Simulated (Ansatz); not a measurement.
**AlFH₃NS: ionisation energy by level of theory**

How much energy removes an electron from AlFH₃NS at fixed geometry? The cation is run at each level and the neutral's energy taken from earlier runs.

Program: Ansatz 0.2.0, Gaussian basis. Level of theory: unrestricted cation, the program's frozen cores in correlated methods. These are calculated values, not measurements.

Plan: UKS PBE-D4/def2-TZVPP; UKS r2SCAN-D4/def2-TZVPP; UKS PBE0-D4/def2-TZVPP; UKS B3LYP-D4/def2-TZVPP; UKS wB97X-V/def2-TZVPP; UKS wB97M-V/def2-TZVPP; UKS B2PLYP/def2-TZVPP; UHF-CCSD(T)/def2-TZVPP; UHF-CCSD(T)/def2-QZVPP; extrapolation to the limit; then −ε(HOMO) from the neutral's earlier runs with LDA (SPW92), PBE-D4, revPBE-D4, BLYP-D4, r2SCAN-D4, B97M-V, PBE0-D4, B3LYP-D4, r2SCANh-D4, r2SCAN0-D4, HSE06-D4, BHLYP-D4, CAM-B3LYP-D4, LC-ωPBE, ωB97X-V, ωB97M-V.

## (1) The geometry

The geometry comes from an earlier relaxation with PBE0-D4 in a triple-zeta def2 set; it is a stationary point, not always the lowest conformer.

7 atoms, charge 0, spin multiplicity 1.

Atoms are counted from 1 here; the program's logs count them from 0.

Bond lengths: N1–Al2 1.752 Å, N1–H5 1.006 Å, N1–H6 1.006 Å, Al2–F3 1.648 Å, Al2–S4 2.172 Å, S4–H7 1.345 Å. Angles: Al2–N1–H5 124.5°, Al2–N1–H6 124.8°, H5–N1–H6 110.7°, N1–Al2–F3 119.4°, N1–Al2–S4 121.8°, F3–Al2–S4 118.8°, Al2–S4–H7 91.8°.

## (2) Cation, UKS PBE-D4/def2-TZVPP

Input file in.yaml:

```yaml
crystal:
  periodic: [false, false, false]
  atoms:
    - {symbol: N, position_ang: [-0.857094, 0.816828, 0.836481]}
    - {symbol: Al, position_ang: [0.369649, -0.126075, 0.014811]}
    - {symbol: F, position_ang: [1.871876, -0.254690, 0.680212]}
    - {symbol: S, position_ang: [-0.032383, -1.136861, -1.865303]}
    - {symbol: H, position_ang: [-0.715309, 1.299956, 1.707969]}
    - {symbol: H, position_ang: [-1.797584, 0.950122, 0.504468]}
    - {symbol: H, position_ang: [1.222044, -1.617280, -1.924438]}
basis:
  gaussian: {orbitals: def2-TZVPP}
total_charge: 1
magnetization: {spin_polarized: true, initial_magnetization: 1}
hamiltonian: {xc: pbe, dispersion: d4}
```

Command:

```console
$ ansatz run in.yaml --threads 2 --pin off --events-out ev --progress --plain --max-ram 32768MiB --backend cpu
```

After this run come: Cation, UKS r2SCAN-D4/def2-TZVPP; Cation, UKS PBE0-D4/def2-TZVPP; Cation, UKS B3LYP-D4/def2-TZVPP; Cation, UKS wB97X-V/def2-TZVPP; Cation, UKS wB97M-V/def2-TZVPP; Cation, UKS B2PLYP (frozen core)/def2-TZVPP; Cation, UHF-CCSD(T)/def2-TZVPP; Cation, UHF-CCSD(T)/def2-QZVPP.

**Question.** What will the summary of the whole plan be? Wanted: ionisation energy, CCSD(T)/CBS; nearest functional by difference; nearest −ε(HOMO); −ε(HOMO) of PBE; T1 of the cation.

As calculated:

| quantity | value |
| --- | --- |
| ionisation energy, CCSD(T)/CBS | 10.34 eV |
| nearest functional by difference | ωB97X-V (-0.26 eV) |
| nearest −ε(HOMO) | LC-ωPBE (+0.04 eV) |
| −ε(HOMO) of PBE | 6.24 eV |
| T1 of the cation | 0.059 |

What this shows: By cation minus neutral, the functionals miss by 0.98 eV at most. The PBE orbital energy is 4.1 eV too small: a semilocal HOMO is no ionisation energy. Among orbital estimates LC-ωPBE comes nearest. Hartree-Fock falls 1.44 eV short, as the neutral has more correlation energy than the cation. The cation's T1 (from the report) is 0.059, above the customary mark of 0.045 for open shells, so the coupled-cluster value is less safe. The cation may have settled in a state other than its lowest; no search over hole states beyond the program's own was made.
